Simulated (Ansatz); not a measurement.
Write a Python script for the Ansatz DFT code, driven from Python that makes a band structure of Bi2Te3, space group R-3m. Settings: PBE, PAW, cutoff 463 eV, 6×6×6 k-points, fixed occupations.

Input file `bi2te3.extxyz`:
```text
5
Lattice="2.193 1.26612914 10.16566667 -2.193 1.26612914 10.16566667 0.0 -2.53225828 10.16566667" Properties=species:S:1:pos:R:3 pbc="T T T"
Bi    0.00000000   -0.00000000   12.19880000
Bi    0.00000000   -0.00000000   18.29820000
Te    0.00000000    0.00000000    0.00000000
Te    0.00000000   -0.00000000    6.38912150
Te    0.00000000   -0.00000000   24.10787850
```

Script `bi2te3.py`:
```python
from dataclasses import dataclass

import ansatz
import numpy as np


@dataclass(frozen=True)
class RunConfig:
    filling: str = 'fixed'
    kgrid: tuple[int, ...] = (6, 6, 6)
    n_empty: int = 6


cfg = RunConfig()


def main() -> None:
    bi2te3 = ansatz.Crystal.from_extxyz('bi2te3.extxyz')

    path = [
        ('H_0', (0.5, -0.17701, 0.17701)),
        ('L', (0.5, 0.0, 0.0)),
        ('G', (0.0, 0.0, 0.0)),
        ('S_0', (0.3385, -0.3385, 0.0)),
    ]
    base = bi2te3.calculation()
    base = base.occupations(cfg.filling).basis(17 * ansatz.Ha)
    base = base.pseudopotentials('paw')
    base = base.functional(ansatz.Functional.PBE).kpoints(*cfg.kgrid, center='gamma')
    base = base.band_structure([point for _, point in path], intervals=4).scf(extra_bands=cfg.n_empty)
    done = base.run(threads=1, backend='cpu')
    rep = done.report

    print('%-22s %14.5f eV' % ('F = E - TS', rep['free_energy_ev']))
    print('%-22s %14.5f eV' % ('E', rep['internal_energy_ev']))
    print('%-22s %14.5f eV' % ('Harris-Foulkes', rep['harris_foulkes_ev']))
    print('%-22s %14.5f eV' % ('Fermi level', rep['fermi_energy_ev']))

    bands = done.band_structure()
    fermi = bands.fermi_energy_ev
    print(f'zero of the bands: {fermi:.3f} eV, the Fermi level found on the SCF mesh')
    levels = bands.channels[0].eigenvalues_ev - fermi
    filled = round(rep['n_electrons']) // 2
    valence, conduction = levels[:, filled - 1], levels[:, filled]
    print('k (fractions)              top valence  bottom conduction (eV)')
    for k, lo, hi in zip(bands.kpoints_frac, valence, conduction):
        print(f'{k[0]:7.3f} {k[1]:7.3f} {k[2]:7.3f} {lo:12.3f} {hi:13.3f}')
    print(f'on this path: least direct gap {np.min(conduction - valence):.3f} eV, least gap {conduction.min() - valence.max():.3f} eV')


if __name__ == '__main__':
    main()
```

```console
$ python bi2te3.py
F = E - TS               -45734.11249 eV
E                        -45734.11249 eV
Harris-Foulkes           -45734.11249 eV
Fermi level                   9.31757 eV
zero of the bands: 9.318 eV, the Fermi level found on the SCF mesh
k (fractions)              top valence  bottom conduction (eV)
  0.500  -0.177   0.177       -0.778         1.199
  0.500  -0.133   0.133       -1.255         1.792
  0.500  -0.089   0.089       -1.584         2.168
  0.500  -0.044   0.044       -0.982         1.234
  0.500   0.000   0.000       -0.509         0.576
  0.375   0.000   0.000       -0.572         0.751
  0.250   0.000   0.000       -0.618         1.019
  0.125   0.000   0.000       -0.771         1.165
  0.000   0.000   0.000        0.000         0.292
  0.085  -0.085   0.000       -0.451         0.653
  0.169  -0.169   0.000       -0.446         0.857
  0.254  -0.254   0.000       -0.485         1.154
  0.338  -0.338   0.000       -0.653         1.079
on this path: least direct gap 0.292 eV, least gap 0.292 eV
```

What to keep in mind:
- Total energies depend on the potentials; only differences at equal settings carry meaning. A total without «per atom» is that of the cell as typed.
- Spin-orbit coupling, left out here, can change this gap by several tenths of an eV, and inverted bands can meet off the mesh.
- The computed bands are complete only to about 1.7 eV above the Fermi level.
- The Fermi level of a run with fixed occupations marks the highest occupied state on its mesh, not mid-gap.
- Only differences from the Fermi energy are physical; the zero of the scale is a convention.
- The structure is a deposited one; some such entries were measured under pressure or heat, so a shift against it needn't be the functional's error alone.
- Levels are Kohn-Sham eigenvalues on this mesh, without spin-orbit coupling.
- Timing: 14 s on 1 thread of Arm Neoverse V2, with other jobs on the host, peak memory 0.56 GiB.
